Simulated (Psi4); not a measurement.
# HfO2 (SMILES [O]=[Hf]=[O]) at B3LYP/def2-SVP (core potential, sweep point 1)

What is the energy change on altering one bond length of HfO2 at B3LYP/def2-SVP (core potential, sweep point 1)? 

The results are computed with Psi4 1.11.

**1. Starting point**

The species is HfO2 (3 atoms), meant as a singlet with charge 0. SMILES: `[O]=[Hf]=[O]`. Geometry: a GFN2-xTB relaxation, a rough one for these elements and not checked as a minimum.

Bond lengths: O1–Hf2 1.784 Å, Hf2–O3 1.784 Å. Angles: O1–Hf2–O3 112.5°.

**2. A single-point energy at B3LYP/def2-SVP (core potential, sweep point 1)**

File job.dat:

```
memory 1600 mb

molecule {
  0 1
  O      0.694500     1.285540     0.417580
  Hf     0.334160    -0.459960     0.337050
  O     -1.028660    -0.825580    -0.754630
  units angstrom
  symmetry c1
}

set {
  reference            rks
  puream               true
  scf_type             pk
  dft_radial_points    99
  dft_spherical_points 590
}

e_tot, wfn = energy("b3lyp/def2-SVP", return_wfn=True)
```

Run with:

```bash
$ psi4 -i job.dat -o job.out -n 1
```

job.out:

```text
[...]
    !!!  WARNING: ECP capability is in beta. Please check occupations closely.  !!!
[...]
  Running in c1 symmetry.
[...]
  Nuclear repulsion =   68.366085888964861
[...]
  Multiplicity = 1
[...]
  Nalpha       = 14
  Nbeta        = 14
[...]
    Number of basis functions: 60
[...]
   @RKS iter   1:  -197.57510547576595   -9.65374e-02   2.23769e-02 DIIS/ADIIS
[...]
   @RKS iter  11:  -198.37040340998936   -7.66835e-09   1.76781e-07 DIIS
[...]
    Orbital Energies [Eh]
    ---------------------
    Doubly Occupied:
       1A    -19.070145     2A    -19.070086     3A     -2.459705
       4A     -1.323687     5A     -1.317297     6A     -1.316580
       7A     -0.817361     8A     -0.793554     9A     -0.315253
      10A     -0.301915    11A     -0.299925    12A     -0.278922
      13A     -0.273974    14A     -0.236037
[...]
  @RKS Final Energy:  -198.37040340998936
   => Energetics <=
    Nuclear Repulsion Energy =             68.3660858889648608
    One-Electron Energy =                -424.2572751200892185
    Two-Electron Energy =                 176.3392494936605885
    DFT Exchange-Correlation Energy =     -18.8184636725255849
    Empirical Dispersion Energy =           0.0000000000000000
    VV10 Nonlocal Energy =                  0.0000000000000000
    Total Energy =                       -198.3704034099893647
[...]
 Multipole Moments:
 ------------------------------------------------------------------------------------
     Multipole            Electronic (a.u.)      Nuclear  (a.u.)        Total (a.u.)
 ------------------------------------------------------------------------------------
 L = 1.  Multiply by 2.5417464519 to convert [e a0] to [Debye]
 Dipole X            :         17.8828104          -15.7697935            2.1130169
 Dipole Y            :        -17.4889828           15.4223566           -2.0666261
 Dipole Z            :          0.0000001            0.0000000            0.0000001
 Magnitude           :                                                    2.9556360
[...]
```

It took 5.1 s on 1 thread of Intel Xeon Platinum 8375C at 2.90GHz (Ice Lake), shared host; peak memory 0.48 GiB.

**3. The distorted shape at the same level**

File job.in:

```
memory 1.6 GB

molecule {
  0 1
  O      1.375889     1.468344     0.963403
  Hf     1.015549    -0.277156     0.882873
  O     -1.028660    -0.825580    -0.754630
  symmetry c1
}

set basis def2-SVP
set puream true
set scf_type pk
set dft_radial_points 99
set dft_spherical_points 590

e_tot, wfn = energy('b3lyp', return_wfn=True)
```

Run with:

```bash
$ psi4 -n 1 job.in job.out
```

job.out:

```text
[...]
    !!!  WARNING: ECP capability is in beta. Please check occupations closely.  !!!
[...]
  Running in c1 symmetry.
[...]
  Nuclear repulsion =   56.510709870225497
[...]
  Multiplicity = 1
[...]
  Nalpha       = 14
  Nbeta        = 14
[...]
    Number of basis functions: 60
[...]
   @RKS iter   1:  -197.06346685898785    2.05741e-01   2.37164e-02 DIIS/ADIIS
[...]
   @RKS iter  18:  -198.20402541973976   -4.73152e-08   8.27489e-07 DIIS
[...]
    Orbital Energies [Eh]
    ---------------------
    Doubly Occupied:
       1A    -19.139473     2A    -19.101420     3A     -2.550778
       4A     -1.400382     5A     -1.399164     6A     -1.384529
       7A     -0.867812     8A     -0.780311     9A     -0.350756
      10A     -0.347035    11A     -0.342884    12A     -0.251461
      13A     -0.222683    14A     -0.219097
[...]
  @RKS Final Energy:  -198.20402541973976
   => Energetics <=
    Nuclear Repulsion Energy =             56.5107098702254973
    One-Electron Energy =                -399.4104361923619990
    Two-Electron Energy =                 163.2694713397247881
    DFT Exchange-Correlation Energy =     -18.5737704373280224
    Empirical Dispersion Energy =           0.0000000000000000
    VV10 Nonlocal Energy =                  0.0000000000000000
    Total Energy =                       -198.2040254197397644
[...]
 Multipole Moments:
 ------------------------------------------------------------------------------------
     Multipole            Electronic (a.u.)      Nuclear  (a.u.)        Total (a.u.)
 ------------------------------------------------------------------------------------
 L = 1.  Multiply by 2.5417464519 to convert [e a0] to [Debye]
 Dipole X            :         27.9866990          -25.4800196            2.5066794
 Dipole Y            :        -14.7629166           13.3792308           -1.3836858
 Dipole Z            :          0.0000018            0.0000000            0.0000018
 Magnitude           :                                                    2.8632199
[...]
```

It took 6.6 s on 1 thread of Intel Xeon Platinum 8375C at 2.90GHz (Ice Lake), shared host; peak memory 0.47 GiB.

**4. What came out**

At B3LYP/def2-SVP (core potential, sweep point 1):

| quantity | value |
| --- | --- |
| first shape: total energy | -198.37040 Eh |
| first shape: dipole moment | 7.51 D |
| first shape: HOMO energy | -6.42 eV |
| first shape: LUMO energy | -3.74 eV |
| first shape: HOMO–LUMO gap | 2.68 eV |
| distorted shape: total energy | -198.20403 Eh |
| distorted shape: dipole moment | 7.28 D |
| distorted shape: HOMO energy | -5.96 eV |
| distorted shape: LUMO energy | -4.58 eV |
| distorted shape: HOMO–LUMO gap | 1.38 eV |
| energy change with the Hf2–O3 bond stretched from 1.784 to 2.676 Å | 4.527 eV |

What this shows: With the Hf2–O3 bond stretched from 1.784 to 2.676 Å the energy rises by 4.53 eV (104 kcal/mol). The first shape isn't relaxed at this level, so the change isn't measured from a minimum. A restricted reference can't describe the breaking bond well at this length.
